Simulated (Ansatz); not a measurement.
**SiBr− (quintet): the correlation ladder, aug-cc-pVDZ**

One table from this session's results is given with a row withheld; the runs are named, their logs left out.

Method: aug-cc-pVDZ, core rule «outside noble gas», up to 19 orbitals frozen; program: Ansatz 0.2.0, Gaussian basis.

The runs, in order: UHF; CCSD(T) on ROHF; CCSD(T) on UHF; BCCD(T) on ROHF; CISD; CCSDT(Q) on ROHF; CCSDT(Q) on UHF; CASSCF and MRCISD+Q, 12 electrons in 8 orbitals; CASSCF and NEVPT2, 12 electrons in 8 orbitals.

22 further runs of the same task are left out: 2 for a known fault of the program, 8 that didn't finish, 12 set aside as unsound or not needed.

**The system**

The geometry is a PBE0/def2-TZVPD stationary point (not a proven minimum) of the parent state, kept for this charge and spin. No spin-orbit coupling is included. The filled d shell of Br may be among the frozen orbitals whatever the setting's name suggests; the logs give the count.

2 atoms, charge -1, spin multiplicity 5.

Atoms are counted from 1 here; the program's logs count them from 0.

Bond lengths: Si1–Br2 2.426 Å.

Set-up of the first run:

in.yaml reads:

```yaml
crystal:
  periodic: [false, false, false]
  atoms:
    - {symbol: Si, position_ang: [0.000000, 0.000000, 0.000000]}
    - {symbol: Br, position_ang: [0.000000, 0.000000, 2.426100]}
basis:
  gaussian: {orbitals: aug-cc-pVDZ}
total_charge: -1
magnetization: {spin_polarized: true, initial_magnetization: 4}
hamiltonian: {xc: hf}
output: {orbitals: {seedname: orbitals}}
```

On the command line:

```sh
$ ansatz run in.yaml --threads 1 --pin off --events-out ev --progress --plain --max-ram 2393MiB
```

Steps of the session up to this table: UHF; CCSD(T) on ROHF; CCSD(T) on UHF; BCCD(T) on ROHF; CISD; CCSDT(Q) on ROHF; CCSDT(Q) on UHF; CASSCF and MRCISD+Q, 12 electrons in 8 orbitals; CASSCF and NEVPT2, 12 electrons in 8 orbitals.

One table of the session follows, with a row left open; its other results are not shown here.

```
          method  from UCCSDT(Q) (meV)
            ROHF               +5669.2
             UHF                     ?
            RMP2                +847.3
            UMP2                +858.1
            CISD                +646.0
           RCCSD                +240.8
           UCCSD                +235.8
        RCCSD(T)                 +46.2
        UCCSD(T)                 +45.9
         BCCD(T)                 +45.8
          RCCSDT                 +16.5
          UCCSDT                 +15.4
       RCCSDT(Q)                  +2.5
       UCCSDT(Q)                     0
  CASSCF valence               +5641.0
  NEVPT2 valence               +1532.0
  MRCISD valence                +721.0
MRCISD+Q valence                +206.0
```

Estimate the missing values for UHF.

As computed: from UCCSDT(Q) (meV): +5579.2. In the column «from UCCSDT(Q) (meV)» it lies between NEVPT2 valence (+1532.0) and CASSCF valence (+5641.0).

To keep in mind: Restricted and unrestricted rows rest on different reference determinants; where their highest levels disagree by more than a few hundredths of an eV, they describe different states and don't form one ladder.
